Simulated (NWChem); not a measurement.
**SiHF3 (SMILES F[SiH](F)F) at SVWN5/jun-cc-pV(D+d)Z**

What is the vertical ionisation energy of SiHF3 at SVWN5/jun-cc-pV(D+d)Z? 

Program for the calculation: NWChem 7.3.0.

## Step 1: Starting point

SiHF3 has 5 atoms, charge 0, and is taken as a singlet. As SMILES, `F[SiH](F)F`. The coordinates come from a PBE0-D4/def2-TZVP relaxation.

Bond lengths: F1–Si2 1.573 Å, Si2–F3 1.573 Å, Si2–F4 1.573 Å, Si2–H5 1.461 Å. Angles: F1–Si2–F3 108.3°, F1–Si2–F4 108.3°, F3–Si2–F4 108.3°, F1–Si2–H5 110.7°, F3–Si2–H5 110.7°, F4–Si2–H5 110.7°.

## Step 2: The energy at SVWN5/jun-cc-pV(D+d)Z

f3hsi.nw reads:

```
start f3hsi
memory total 2200 mb

geometry units angstroms noautosym nocenter noautoz
F    -0.447100   -0.082200    1.491300
Si    0.040700    0.001700   -0.001800
F    -0.597100    1.281400   -0.657200
F    -0.495900   -1.263300   -0.767200
H     1.499400    0.062400   -0.065100
end

basis "ao basis" spherical bse
* library "jun-cc-pV(D+d)Z"
end

dft
xc slater vwn_5
mult 1
grid fine
convergence energy 1e-08
maxiter 100
mulliken
print low
end

task dft energy
```

The run is started by

```console
nwchem f3hsi.nw > f3hsi.out
```

Standard output:

```text
[...]
 d= 0,ls=0.0,diis     1   -586.6405931287 -7.75D+02  2.42D-02  1.58D+00     2.0
[...]
 d= 0,ls=0.0,diis    10   -586.7774140665 -8.95D-11  7.15D-08  1.12D-10    12.7
         Total DFT energy =     -586.777414066483
      One electron energy =    -1193.821138069287
           Coulomb energy =      468.298834394638
    Exchange-Corr. energy =      -49.662974441378
 Nuclear repulsion energy =      188.407864049543
[...]
      Total Density - Mulliken Population Analysis
     ---------------------------------------------
    Atom       Charge   Shell Charges
 -----------   ------   -------------------------------------------------------
    1 F    9     9.27   2.01  0.88  1.01  0.06  3.34  1.87  0.10  0.00
    2 Si  14    13.21   2.00  2.06  0.75  0.04  0.02  6.02  1.28  0.33 -0.00  0.03  0.68
    3 F    9     9.27   2.01  0.88  1.01  0.06  3.34  1.86  0.10  0.00
    4 F    9     9.27   2.01  0.88  1.01  0.06  3.34  1.86  0.10  0.00
    5 H    1     0.97   0.69  0.27  0.01
[...]
```

It took 14 s on 1 thread of Intel Xeon 6975P-C (Granite Rapids), shared host; peak memory 0.11 GiB.

## Step 3: The doublet cation, same level

sp.nw reads:

```
start sp
title "F3HSi"
memory 2200 mb
charge 1

geometry units angstrom noautosym nocenter noautoz
 F       -0.447100      -0.082200       1.491300
 Si       0.040700       0.001700      -0.001800
 F       -0.597100       1.281400      -0.657200
 F       -0.495900      -1.263300      -0.767200
 H        1.499400       0.062400      -0.065100
end

basis spherical bse
 * library "jun-cc-pV(D+d)Z"
end

dft
 xc slater vwn_5
 mult 2
 grid fine
 convergence energy 1e-08
 maxiter 100
 mulliken
 noprint "final vectors analysis"
end

task dft energy
```

The run is started by

```console
nwchem sp.nw > sp.out
```

Standard output:

```text
[...]
          Wavefunction type:  spin polarized.
          No. of atoms     :     5
          No. of electrons :    41
[...]
          Charge           :     1
          Spin multiplicity:     2
[...]
          AO basis - number of functions:    86
[...]
              XC Information
              --------------
                        Slater Exchange Functional  1.000 local
                      VWN V Correlation Functional  1.000 local
[...]
 d= 0,ls=0.0,diis     1   -585.9162832902 -7.74D+02  2.21D-02  9.57D-01     2.1
[...]
 d= 0,ls=0.5,diis    25   -586.2715086353 -9.01D-09  4.26D-08  1.29D-08    33.8
[...]
         Total DFT energy =     -586.271508641642
      One electron energy =    -1181.660457680684
           Coulomb energy =      456.237640588984
    Exchange-Corr. energy =      -49.256555599486
 Nuclear repulsion energy =      188.407864049543
[...]
      Total Density - Mulliken Population Analysis
     ---------------------------------------------
    Atom       Charge   Shell Charges
 -----------   ------   -------------------------------------------------------
    1 F    9     9.08   2.01  0.89  1.01  0.05  3.30  1.75  0.05  0.00
    2 Si  14    13.08   2.00  2.06  0.78 -0.09 -0.00  6.02  1.31  0.31 -0.00  0.03  0.65
    3 F    9     9.08   2.01  0.89  1.01  0.05  3.30  1.75  0.05  0.00
    4 F    9     9.08   2.01  0.89  1.01  0.05  3.30  1.75  0.05  0.00
    5 H    1     0.69   0.58  0.10  0.01
[...]
      <S2> =      0.7519 (Exact =     0.7500)
[...]
```

Wall time 36 s (1 thread of Intel Xeon 6975P-C (Granite Rapids), shared host); peak memory 0.11 GiB.

## Step 4: Summary of results

Level: SVWN5/jun-cc-pV(D+d)Z.

```
                                          quantity          value
                       singlet SiHF3: total energy  -586.77741 Eh
                      doublet cation: total energy  -586.27151 Eh
                              doublet cation: ⟨S²⟩          0.752
vertical ionisation energy (to the doublet cation)      13.766 eV
```

In words: The vertical ionisation energy comes to 13.77 eV (1328 kJ/mol). Mulliken charges (singlet SiHF3) run from -0.27 on F1 to +0.79 on Si2. Mulliken charges (doublet cation) run from -0.08 on F1 to +0.92 on Si2.
